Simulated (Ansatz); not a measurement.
# ZnCl3: the cost of one run

Program: Ansatz 0.2.0. Level of theory: DFT PBE, scalar-relativistic, plane waves, PAW. These are calculated values, not measurements.

## 1. The starting structure

The structure is cubic, space group Fm-3m (No. 225). Conventional cell: a = 7.407 Å, b = 7.407 Å, c = 7.407 Å, α = 90.00°, β = 90.00°, γ = 90.00°. Zn (site symmetry m-3m) is surrounded by 8 Cl at 3.21 Å. Cl (site symmetry -43m) has 4 Zn at 3.21 Å and 4 Cl at 3.21 Å as nearest neighbours. Around Cl (site symmetry m-3m) lie 8 Cl at 3.21 Å.

Structure file:

```cif
data_structure
_symmetry_space_group_name_H-M 'Fm-3m'
_symmetry_Int_Tables_number 225
_cell_length_a 7.4070
_cell_length_b 7.4070
_cell_length_c 7.4070
_cell_angle_alpha 90.000
_cell_angle_beta 90.000
_cell_angle_gamma 90.000
_cell_volume 406.38
loop_
_atom_site_label
_atom_site_type_symbol
_atom_site_symmetry_multiplicity
_atom_site_Wyckoff_symbol
_atom_site_fract_x
_atom_site_fract_y
_atom_site_fract_z
_atom_site_occupancy
Zn1 Zn 4 a 0.00000 0.00000 0.00000 1
Cl1 Cl 8 c 0.25000 0.75000 0.75000 1
Cl2 Cl 4 b 0.50000 0.00000 0.00000 1
```

A structure generator made this guess: species swapped into a database cell of ScZn3 (Fm-3m, No. 225), with Zn on the Sc sites and Cl on the Zn sites. The dimensions are guesses.

## 2. Probe: one point on a coarse mesh

The input, input.yaml:

```yaml
crystal:
  lattice:
    - [0.0, 3.70351143, 3.70351143]
    - [3.70351143, 0.0, 3.70351143]
    - [3.70351143, 3.70351143, 0.0]
  atoms:
    - { symbol: Zn, position: [0.0, 0.0, 0.0] }
    - { symbol: Cl, position: [0.25, 0.25, 0.25] }
    - { symbol: Cl, position: [0.75, 0.75, 0.75] }
    - { symbol: Cl, position: [0.5, 0.5, 0.5] }
basis:
  ecutwfc: 420
kpoints:
  mp_grid: { grid: [4, 4, 4] }
hamiltonian:
  xc: pbe
scf:
  occupations: { method: gaussian, width: 0.1 }
  lower_state_search: "off"
output:
  forces: true
  stress: true
  eigenvalues: true
```

Started as:

```bash
> ansatz run input.yaml --threads 1 --pin off --max-ram 2560MiB --backend cpu --events-out ev --progress --plain --runs-dir out
```

What time and memory should one allow on 1 thread of Arm Neoverse V2, shared host?

About 1 s, with a peak of 0.31 GiB.
